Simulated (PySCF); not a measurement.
# C4H7FO2: the cost of one run

Program: PySCF 2.14.0. Level of theory: levels as typed in each script, gas phase, geometry from GFN2-xTB. These are calculated values, not measurements.

### Step 1. Starting geometry

SMILES `COC(F)C(C)=O`, 14 atoms, charge 0, spin multiplicity 1.

Bond lengths: C1–O2 1.419 Å, C1–H8 1.093 Å, C1–H9 1.094 Å, C1–H10 1.087 Å, O2–C3 1.368 Å, C3–F4 1.393 Å, C3–C5 1.545 Å, C3–H11 1.103 Å, C5–C6 1.491 Å, C5–O7 1.199 Å, C6–H12 1.089 Å, C6–H13 1.086 Å, C6–H14 1.089 Å. Angles: O2–C1–H8 110.8°, O2–C1–H9 110.7°, O2–C1–H10 105.9°, H8–C1–H9 109.5°, H8–C1–H10 109.9°, H9–C1–H10 109.9°, C1–O2–C3 114.6°, O2–C3–F4 110.0°, O2–C3–C5 108.3°, O2–C3–H11 113.4°, F4–C3–C5 108.7°, F4–C3–H11 105.4°, C5–C3–H11 111.1°, C3–C5–C6 113.2°, C3–C5–O7 120.6°, C6–C5–O7 126.2°, C5–C6–H12 108.3°, C5–C6–H13 110.8° and more.

As a file:

```xyz
14
C4H7FO2
C     2.4420   -0.3714    0.3464
O     1.0528   -0.2887    0.6254
C     0.2612   -0.1112   -0.4760
F     0.4378    1.1726   -0.9875
C    -1.2136   -0.2724   -0.0435
C    -1.6540    0.7627    0.9346
O    -1.8812   -1.1723   -0.4709
H     2.8031    0.5543   -0.1089
H     2.6531   -1.2131   -0.3204
H     2.9303   -0.5268    1.3051
H     0.5079   -0.7937   -1.3072
H    -0.9838    0.7299    1.7920
H    -2.6809    0.5897    1.2419
H    -1.5564    1.7473    0.4799
```

### Step 2. Density, bond paths and surface potential (B3LYP/def2-svpd)

input.py reads:

```python
import numpy as np
from pyscf import gto, scf, dft
from pyscf.scf import atom_ks, atom_hf
from scipy.linalg import block_diag

def solve(mol, dm0=None, hcore=None):
    mf = (dft.UKS if mol.spin else dft.RKS)(mol, xc='b3lyp')
    mf.grids.level = 3
    mf = mf.density_fit(auxbasis='def2-universal-jkfit')
    mf.conv_tol, mf.max_cycle = 1e-8, 80
    if hcore is not None:
        mf.get_hcore = lambda *args: hcore
    mf.kernel(dm0)
    if not mf.converged:
        mf = mf.newton().run(mf.mo_coeff, mf.mo_occ, max_cycle=30)
    assert mf.converged, 'SCF not converged'
    return mf

mol = gto.M(atom='''
C      2.44201    -0.37136     0.34642
O      1.05284    -0.28870     0.62541
C      0.26125    -0.11121    -0.47600
F      0.43781     1.17262    -0.98753
C     -1.21361    -0.27237    -0.04346
C     -1.65404     0.76267     0.93456
O     -1.88123    -1.17225    -0.47088
H      2.80310     0.55433    -0.10891
H      2.65314    -1.21309    -0.32043
H      2.93025    -0.52680     1.30509
H      0.50786    -0.79374    -1.30719
H     -0.98384     0.72987     1.79203
H     -2.68091     0.58968     1.24194
H     -1.55641     1.74733     0.47987
''', basis='def2-svpd', charge=0, spin=0, verbose=4)
mf = solve(mol)
mf.analyze()
# spherically averaged free atoms, for the promolecule
atm = atom_ks.get_atm_nrks(mol, xc='b3lyp')
pro = block_diag(*[(atm[a[0]][2] * atm[a[0]][3]) @ atm[a[0]][2].T for a in mol._atom])
np.savez('result.npz', e=mf.e_tot, c=mf.mo_coeff, occ=mf.mo_occ, eps=mf.mo_energy, pro=pro, dip=mf.dip_moment(verbose=0), s2=mf.spin_square()[0])
```

Run with:

```
> OMP_NUM_THREADS=1 python input.py
```

**Question.** How long does this run take on 1 thread of Intel Xeon at 2.50GHz (Skylake/Cascade Lake), shared host, and how much memory does it need?

About 53 s, with a peak of 0.79 GiB.
